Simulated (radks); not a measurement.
# The Coulomb parameter U of the 3d shell of Cr³⁺

The task here is to estimate one member of a computed series from the others.

Method: scalar-relativistic Kohn-Sham, BLYP, spin-unpolarised, spherical densities, finite nucleus. Code: radks (a radial shooting solver on a logarithmic mesh, Libxc functionals) version 1.

## The system

```
element            : chromium (Z = 24)
charge             : +3
electrons          : 21
configuration      : [Ar] 3d1.5 4p1.5
nuclear rms radius : 3.6452 fm
```

Set-up of the first run:

The run's settings:

```text
Z 24
configuration [Ar] 3d1.5 4p1.5
relativity scalar-relativistic
functional b88,lyp
spin unpolarised
nucleus finite rms 3.6452 fm
c 137.035999084
```

Steps of the session up to this table: Start: [Ar] 3d1.5 4p1.5.

One of the session's tables, all rows but one given; the rest of the session is left out.

It belongs to the step «Start: [Ar] 3d1.5 4p1.5». From the orbitals of this run (lengths in bohr):

```
level      <r>  outermost maximum (interpolated)  90 % within  nodes
   1s  0.06356                            0.0416        0.114      0
   2s   0.2932                             0.244        0.455      1
   2p   0.2599                             0.198        0.427      0
   3s        ?                                 ?            ?      ?
   3p   0.9114                             0.779         1.39      1
   3d    1.009                             0.754         1.65      0
   4p    2.556                              2.31         3.72      2
```

Q: Estimate the row for 3s from the others.

As computed: <r>: 0.8715; outermost maximum (interpolated): 0.765; 90 % within: 1.30; nodes: 2. In the column «<r>» it lies between 2s (0.2932) and 3p (0.9114).
